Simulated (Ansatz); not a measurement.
# CH₅FOSi₂: how energies converge with the basis set

The task here is to estimate one member of a computed series from the others.

The runs use Ansatz 0.2.0, Gaussian basis; one geometry, several basis sets.

Levels to be run: PBE0-D4/def2-SVP; ωB97M-V/def2-SVP; PBE0-D4/def2-QZVPP; ωB97M-V/def2-QZVPP; the functionals' def2-TZVPP values are taken from earlier runs.

**Structure used throughout**

The geometry comes from an earlier relaxation with PBE0-D4 in a triple-zeta def2 set; it is a stationary point, not always the lowest conformer.

SMILES `OC1(F)[SiH2][SiH2]1`, 10 atoms, charge 0, spin multiplicity 1.

Atoms are counted from 1 here; the program's logs count them from 0.

Bond lengths: O1–C2 1.374 Å, O1–H6 0.964 Å, C2–F3 1.384 Å, C2–Si4 1.922 Å, C2–Si5 1.936 Å, Si4–Si5 2.281 Å, Si4–H7 1.481 Å, Si4–H8 1.481 Å, Si5–H9 1.484 Å, Si5–H10 1.483 Å. Angles: C2–O1–H6 109.3°, O1–C2–F3 111.7°, O1–C2–Si4 115.0°, O1–C2–Si5 119.1°, F3–C2–Si4 116.9°, F3–C2–Si5 116.6°, Si4–C2–Si5 72.5°, C2–Si4–Si5 54.0°, C2–Si4–H7 115.1°, C2–Si4–H8 117.2°, Si5–Si4–H7 118.0°, Si5–Si4–H8 123.3°, H7–Si4–H8 114.8°, C2–Si5–Si4 53.5°, C2–Si5–H9 114.9°, C2–Si5–H10 117.4°, Si4–Si5–H9 122.3°, Si4–Si5–H10 120.3° and more.

Set-up of the first run:

The input, in.yaml:

```yaml
crystal:
  periodic: [false, false, false]
  atoms:
    - {symbol: O, position_ang: [-1.696753, 0.680137, 0.159339]}
    - {symbol: C, position_ang: [-0.493495, 0.391668, -0.436994]}
    - {symbol: F, position_ang: [-0.397616, 0.959338, -1.695656]}
    - {symbol: Si, position_ang: [0.085247, -1.432179, -0.258267]}
    - {symbol: Si, position_ang: [1.115659, 0.394086, 0.639988]}
    - {symbol: H, position_ang: [-1.683604, 1.590052, 0.478327]}
    - {symbol: H, position_ang: [0.668742, -2.028088, -1.482526]}
    - {symbol: H, position_ang: [-0.782721, -2.343709, 0.522737]}
    - {symbol: H, position_ang: [0.919280, 0.799487, 2.053971]}
    - {symbol: H, position_ang: [2.348459, 0.938206, 0.021881]}
basis:
  gaussian: {orbitals: def2-SVP}
hamiltonian: {xc: pbe0, dispersion: d4}
output: {orbitals: {seedname: orbitals}}
```

Started as:

```bash
ansatz run in.yaml --threads 4 --pin off --events-out ev --progress --plain --max-ram 10444MiB
```

Among the steps run: PBE0-D4 in def2-SVP; ωB97M-V in def2-SVP; PBE0-D4 in def2-QZVPP; ωB97M-V in def2-QZVPP.

One table of the session follows, with a row left open; its other results are not shown here.

It belongs to the step «Density functionals: the series». 

```
functional       basis  HOMO (eV)
   PBE0-D4    def2-SVP      -6.82
   PBE0-D4  def2-TZVPP      -6.92
   PBE0-D4  def2-QZVPP      -6.96
   ωB97M-V    def2-SVP          ?
   ωB97M-V  def2-TZVPP      -9.06
   ωB97M-V  def2-QZVPP      -9.10
```

**Question.** Estimate the row for ωB97M-V, def2-SVP.

The run gave: HOMO (eV): -8.92. In the column «HOMO (eV)» it lies between ωB97M-V, def2-TZVPP (-9.06) and PBE0-D4, def2-QZVPP (-6.96).
